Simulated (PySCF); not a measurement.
**Tl(SH): other functionals and bases at one geometry**

One table from this session's results is given with a row withheld; the runs are named, their logs left out.

Method: several levels, as the steps say, no spin–orbit coupling; program: PySCF 2.14.0.

3 further runs of the same task are left out: 2 for a known fault of the program, 1 that didn't finish. Runs told in other sessions of the task aren't counted.

### Starting geometry

3 atoms, charge 0, spin multiplicity 1.

Bond lengths: Tl1–S2 2.628 Å, S2–H3 1.365 Å. Angles: Tl1–S2–H3 89.9°.

As a file:

```xyz
3
HSTl
Tl    0.1003    0.0000   -0.1762
S    -0.0893    0.0000    2.4454
H     1.2726    0.0000    2.5415
```

Formal oxidation states: Tl +1. An earlier session relaxed this geometry at PBE, Tl def2-SVP with ECP60, S def2-SVP, H def2-SVP (singlet, point group Cs).

At PBE on the finer grid: E = -571.090936 Eh, HOMO -5.18 eV, LUMO -2.43 eV, Mulliken charge on Tl1 +0.28 e, largest force component 0.005 eV/Å. 

Levels to run: BP86; r2SCAN; revPBE; TPSSh; PBE, TZVP; PBE, x2c-SVP. Hardware: 2 threads of Arm Neoverse V1, shared host.

Set-up of the first run:

Contents of run.py (the lines that set the calculation):

```python
mol = gto.M(atom='''
Tl     0.10026     0.00000    -0.17622
S     -0.08935     0.00000     2.44542
H      1.27257     0.00000     2.54150''',
    basis={'Tl': 'def2-SVP', 'S': 'def2-SVP', 'H': 'def2-SVP'},
    ecp={'Tl': 'def2-SVP'},
    charge=0, spin=0)
mf = dft.RKS(mol, xc='B88,P86')
mf.grids.atom_grid = (75, 302)
mf = mf.density_fit()  # fitting sets: Tl def2-universal-JKFIT, S def2-universal-JKFIT, H def2-universal-JKFIT
mf.conv_tol = 1e-08; mf.max_cycle = 55
mf.kernel(dm0)  # dm0: the density of the relaxed state
```

On the command line:

```sh
> OMP_NUM_THREADS=2 python run.py
```

Among the steps run: BP86; r2SCAN; revPBE; TPSSh; PBE, TZVP; PBE, x2c-SVP.

One of the session's tables, all rows but one given; the rest of the session is left out.

```
             level  HOMO (eV)  gap (eV)  charge on Tl1 (e)  dipole (D)  largest force component (eV/Å)
PBE (relaxed here)      -5.18      2.75               0.28        3.10                            0.01
              BP86      -5.28      2.77               0.28        3.09                            0.03
            r2SCAN          ?         ?                  ?           ?                               ?
            revPBE      -5.12      2.78               0.30        3.19                            0.14
             TPSSh      -5.67      3.62               0.34        3.47                            0.25
         PBE, TZVP      -5.33      2.82               0.38        3.60                            0.23
      PBE, x2c-SVP      -5.16      2.73               0.31        3.14                            0.17
```

Q: Estimate the row for r2SCAN from the others.

**Answer.** HOMO (eV): -5.41; gap (eV): 3.22; charge on Tl1 (e): 0.34; dipole (D): 3.42; largest force component (eV/Å): 0.29. In the column «HOMO (eV)» it lies between TPSSh (-5.67) and PBE, TZVP (-5.33).

In one basis the gap runs from 2.75 eV (PBE) to 3.62 eV (TPSSh). The largest leftover force, 0.29 eV/Å with r2SCAN, stands at a geometry relaxed at another level. Total energies of different levels can't be compared.
